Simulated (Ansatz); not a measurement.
# H3C2N: the cost of one run

All numbers below are computed with Ansatz 0.2.0 (DFT r2SCAN+D3(BJ), plane waves, PAW, scalar-relativistic, no spin polarisation).

## (1) The starting structure

The cell holds 36 atoms (C12H18N6): a = 8.052 Å, b = 8.052 Å, c = 8.052 Å, α = 90.00°, β = 90.00°, γ = 90.00°.

Its coordinates follow in the input file.

## (2) Relaxing the start

Contents of input.yaml:

```yaml
crystal:
  lattice:
    - [8.051748, 0.0, 0.0]
    - [0.0, 8.051748, 0.0]
    - [0.0, 0.0, 8.051748]
  atoms:
    - { symbol: C, position: [0.2982822, 0.2833036, 0.4164283] }
    - { symbol: C, position: [0.3862157, 0.3309725, 0.5677925] }
    - { symbol: "N", position: [0.4571457, 0.3694238, 0.6898878] }
    - { symbol: H, position: [0.1643538, 0.2873038, 0.4370835] }
    - { symbol: H, position: [0.3295372, 0.3683627, 0.3155942] }
    - { symbol: H, position: [0.3331565, 0.1574902, 0.3799013] }
    - { symbol: C, position: [0.602092, 0.8997829, 0.4276008] }
    - { symbol: C, position: [0.7468845, 0.8403552, 0.3358444] }
    - { symbol: "N", position: [0.8636788, 0.792419, 0.2618308] }
    - { symbol: H, position: [0.6411366, 0.9584331, 0.5434245] }
    - { symbol: H, position: [0.533918, 0.9905211, 0.3534501] }
    - { symbol: H, position: [0.5195825, 0.7962148, 0.4566746] }
    - { symbol: C, position: [0.8981957, 0.2737547, 0.5493058] }
    - { symbol: C, position: [0.9008394, 0.1275424, 0.656687] }
    - { symbol: "N", position: [0.9029719, 0.0096028, 0.7433041] }
    - { symbol: H, position: [0.9883084, 0.3652115, 0.5928352] }
    - { symbol: H, position: [0.9293791, 0.238753, 0.4220976] }
    - { symbol: H, position: [0.7748613, 0.3300333, 0.5501908] }
    - { symbol: C, position: [0.4211199, 0.8368053, 0.9408743] }
    - { symbol: C, position: [0.3584524, 0.9907452, 1.0136139] }
    - { symbol: "N", position: [0.3079028, 1.1149181, 1.072288] }
    - { symbol: H, position: [0.5009866, 0.864452, 0.8348724] }
    - { symbol: H, position: [0.4928373, 0.7676142, 1.0327909] }
    - { symbol: H, position: [0.3178541, 0.7596578, 0.8988755] }
    - { symbol: C, position: [0.8112713, 0.4778605, 0.0458666] }
    - { symbol: C, position: [0.8996637, 0.3220678, 0.074696] }
    - { symbol: "N", position: [0.9709639, 0.1964003, 0.0979507] }
    - { symbol: H, position: [0.8817674, 0.5564141, -0.0392162] }
    - { symbol: H, position: [0.6894839, 0.4530434, -0.0082759] }
    - { symbol: H, position: [0.7944095, 0.5442446, 0.1628636] }
    - { symbol: C, position: [0.1513842, 0.6290616, 0.3469096] }
    - { symbol: C, position: [0.0559169, 0.6388507, 0.5008768] }
    - { symbol: "N", position: [-0.0210902, 0.646747, 0.6250717] }
    - { symbol: H, position: [0.2634121, 0.5551702, 0.366126] }
    - { symbol: H, position: [0.07697, 0.5711417, 0.2495071] }
    - { symbol: H, position: [0.1873786, 0.7533252, 0.3063829] }
basis:
  ecutwfc: 500.0
kpoints:
  mp_grid: { grid: [1, 1, 1] }
hamiltonian:
  xc: r2scan
  dispersion: d3bj
scf:
  occupations: { method: fermi_dirac, width: 0.05 }
  lower_state_search: "off"
relax:
  f_tol: 0.3
  max_steps: 15
  adjacent_minimum: "off"
```

Run with:

```sh
$ ansatz run input.yaml --threads 1 --pin off --max-ram 3072MiB --backend cpu --events-out ev --progress --plain --runs-dir out
```

What time and memory should one allow on 1 thread of Intel Xeon Platinum 8488C (Sapphire Rapids), shared host?

About 6.2 min, with a peak of 1.4 GiB.
